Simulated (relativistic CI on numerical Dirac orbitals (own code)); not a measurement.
# Pm³⁺: one ion under different settings

How much do the settings matter for Pm³⁺? One ion, several inputs.

Program: relativistic CI on numerical Dirac orbitals (own code) version 3. Level of theory: Dirac-Coulomb-Breit CI, KLI orbitals optimised for each configuration, model QED (radiative potential, 1s self-energy scaled to tabulated hydrogen-like ionisation energies), numerical settings as typed. These are calculated values, not measurements, unless marked.

## 1. The system

| Quantity | Value |
| --- | --- |
| ion | Pm³⁺ (Pm IV) |
| nuclear charge | 61 |
| electrons | 58 |
| isotope | A = 145 |

## 2. The usual input

Input settings:

```ini
atom Pm  Z=61  charge=3  electrons=58
nucleus A=145  rms_radius_fm=4.9620
hamiltonian dirac-coulomb  breit=on  qed=on  c_scale=1
orbitals kli  potential=per-configuration
slater_scale 1
correlation none
mixing on
grid step=0.0125 r_max=64.9
scf mixing=0.4 start=green max_iterations=150 tolerance=2e-08 node_fill=0.05
configurations
  [Xe] 4f4
  [Xe] 4f3 6s
  [Xe] 4f2 6s2
  [Xe] 4f2 6s 6p
  [Xe] 4f2 6p2
end
```

On the command line:

```console
> python run_levels.py task.json out
```

The settings of every run stand in task.json; they run in order.

## 3. Speed-of-light factor 1.25

Changes to the settings of step 2:

```diff
@@ -2,3 +2,3 @@
 nucleus A=145  rms_radius_fm=4.9620
-hamiltonian dirac-coulomb  breit=on  qed=on  c_scale=1
+hamiltonian dirac-coulomb  breit=on  qed=on  c_scale=1.25
 orbitals kli  potential=per-configuration
```

## 4. Tolerance 1e-06, iteration limit 30, QED terms off

Input settings:

```ini
atom Pm  Z=61  charge=3  electrons=58
nucleus A=145  rms_radius_fm=4.9620
hamiltonian dirac-coulomb  breit=on  qed=off  c_scale=1
orbitals kli  potential=per-configuration
slater_scale 1
correlation none
mixing on
grid step=0.0125 r_max=64.9
scf mixing=0.4 start=green max_iterations=30 tolerance=1e-06 node_fill=0.05
configurations
  [Xe] 4f4
  [Xe] 4f3 6s
  [Xe] 4f2 6s2
  [Xe] 4f2 6s 6p
  [Xe] 4f2 6p2
end
```

## 5. Potential mixing 0.05, end of the grid 32.45, Breit term off

Input settings:

```ini
atom Pm  Z=61  charge=3  electrons=58
nucleus A=145  rms_radius_fm=4.9620
hamiltonian dirac-coulomb  breit=off  qed=on  c_scale=1
orbitals kli  potential=per-configuration
slater_scale 1
correlation none
mixing on
grid step=0.0125 r_max=32.45
scf mixing=0.05 start=green max_iterations=150 tolerance=2e-08 node_fill=0.05
configurations
  [Xe] 4f4
  [Xe] 4f3 6s
  [Xe] 4f2 6s2
  [Xe] 4f2 6s 6p
  [Xe] 4f2 6p2
end
```

## 6. End of the grid 97.35, potential mixing 0.2, start potential thomas-fermi

Input settings:

```ini
atom Pm  Z=61  charge=3  electrons=58
nucleus A=145  rms_radius_fm=4.9620
hamiltonian dirac-coulomb  breit=on  qed=on  c_scale=1
orbitals kli  potential=per-configuration
slater_scale 1
correlation none
mixing on
grid step=0.0125 r_max=97.35
scf mixing=0.2 start=thomas-fermi max_iterations=150 tolerance=2e-08 node_fill=0.05
configurations
  [Xe] 4f4
  [Xe] 4f3 6s
  [Xe] 4f2 6s2
  [Xe] 4f2 6s 6p
  [Xe] 4f2 6p2
end
```

## 7. Tolerance 1e-14

Changes to the settings of step 6:

```diff
@@ -7,4 +7,4 @@
 mixing on
-grid step=0.0125 r_max=97.35
-scf mixing=0.2 start=thomas-fermi max_iterations=150 tolerance=2e-08 node_fill=0.05
+grid step=0.0125 r_max=64.9
+scf mixing=0.4 start=green max_iterations=93 tolerance=1e-14 node_fill=0.05
 configurations
```

(Steps that only read results are left out.)

Before running it: what results should come out? Wanted: lowest level, usual settings; total energy; first excitation.

**Answer**, as computed:

| setting | total energy less usual (Ha) | largest shift of a level among the lowest eight of both runs, same label and place (cm⁻¹) | SCF iterations | time | lowest level | kind of change |
| --- | --- | --- | --- | --- | --- | --- |
| usual | 0 | 0 | 62 | 0.88 s | 4f4 5I4 | - |
| speed-of-light factor 1.25 | 137 | 2150 | 62 | 0.87 s | 4f4 5I4 | unphysical constant |
| tolerance 1e-06, iteration limit 30, QED terms off | -5.88 | 32.6 | 55 | 0.79 s | 4f4 5I4 | model term |
| potential mixing 0.05, end of the grid 32.45, Breit term off | -8.79 | 773 | 89 | 1.1 s | 4f4 5I4 | model term |
| end of the grid 97.35, potential mixing 0.2, start potential thomas-fermi | 0 | 0 | 69 | 1.1 s | 4f4 5I4 | numerical |
| tolerance 1e-14 | 0 | 0 | 246 | 2 s | 4f4 5I4 | extreme, harmless here |

```
                    quantity           value
lowest level, usual settings         4f4 5I4
                total energy  -10006.3527 Ha
            first excitation     1436.2 cm⁻¹
```

Among the runs whose levels can be followed, they move most under «speed-of-light factor 1.25» (unphysical constant), by up to 2150 cm⁻¹. No visible change in the result comes from «end of the grid 97.35, potential mixing 0.2, start potential thomas-fermi» or «tolerance 1e-14». «Tolerance 1e-14» costs 246 SCF iterations against 62. Only the listed configurations are in the model. Near neutrality, missing correlation can shift configurations against each other by thousands of cm⁻¹.
